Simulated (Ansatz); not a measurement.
CH5NSSi, SMILES [SiH3]N=CS, a single point in a Gaussian basis

Program: Ansatz 0.2.0, Python API.

Run as a notebook:

**Cell 1**
```python
from dataclasses import dataclass
from pathlib import Path

import ansatz as az
```

**Cell 2**
```python
@dataclass
class Settings:
    basis_set: str = 'def2-SVPD'
```

**Cell 3**
```python
cfg = Settings()
```

**Cell 4**
```python
geometry = (
    az.Crystal.molecule()
    .atom('Si', (-0.1834, 0.9767, -0.7914))
    .atom('N', (-0.3002, -0.7019, -0.7643))
    .atom('C', (0.1013, -1.4412, 0.1862))
    .atom('S', (0.9158, -0.9742, 1.7283))
    .atom('H', (-0.9263, 1.4993, -2.0344))
    .atom('H', (-0.9029, 1.5591, 0.4107))
    .atom('H', (1.2133, 1.4496, -0.8098))
    .atom('H', (0.0929, -2.5166, 0.0472))
    .atom('H', (0.0781, 0.103, 2.0104))
)

base = (
    geometry.calculation()
    .basis(gaussian=cfg.basis_set)
    .functional(az.LibraryFunctional('B97M-V'))
    .orbitals()
)
res = base.run(runs_dir='runs')
rep = res.report

rep['mean_field']['state']['spin_squared']
```
Output:
```text
-7.105427357601002e-14
```

**Cell 5**
```python
type(res).__name__, type(rep).__name__
```
Output:
```text
('RunOutcome', 'dict')
```

**Cell 6**
```python
for key in ('converged', 'free_energy_ev', 'reference_energy_ev', 'n_frozen', 'n_occupied', 'n_virtual'):
    print(f'{key:22s} {rep[key]}')
```
Output:
```text
converged              True
free_energy_ev         -21308.192727939324
reference_energy_ev    -21308.192727939324
n_frozen               0
n_occupied             [24, 24]
n_virtual              [107, 107]
```

**Cell 7**
```python
field = rep['mean_field']
print('<S^2> =', round(abs(field['state']['spin_squared']), 4), ' relativity:', field['relativity'])
print('passes:', field['passes'])
if 'symmetry' in field:
    print('occupied orbitals by irrep:', field['symmetry']['occupied'])
```
Output:
```text
<S^2> = 0.0  relativity: none
passes: {'evaluations': 16, 'products': 13}
occupied orbitals by irrep: [{'A': 24}, {'A': 24}]
```

**Cell 8**
```python
lines = Path(rep['orbitals_path']).read_text().splitlines()
field_of = lambda key: [line.split('=')[1].strip() for line in lines if line.startswith(key)]
orbitals = [(27.211386 * float(e), s, float(n)) for e, s, n in zip(field_of('Ene='), field_of('Spin='), field_of('Occup='))]
homo = max(e for e, _, n in orbitals if n > 0.5)
lumo = min(e for e, _, n in orbitals if n < 0.5)
print(f'HOMO {homo:.3f} eV, LUMO {lumo:.3f} eV, gap {lumo - homo:.3f} eV')
```
Output:
```text
HOMO -6.720 eV, LUMO -2.474 eV, gap 4.246 eV
```

Caveats:
- Total energies depend on the basis set; only differences at equal settings carry meaning.
- The geometry is a force-field or estimated start, not a minimum of this method, and the basis set is short of its limit.
- Levels such as HOMO and LUMO are orbital energies: with these approximate functionals they aren't the ionisation energy and electron affinity, and their gap isn't the fundamental gap.
- The whole script took 19 s on 1 thread of Arm Neoverse V1 (shared host), peak memory 0.28 GiB.

(Lines on the test bed's own set-up are left out of the output.)
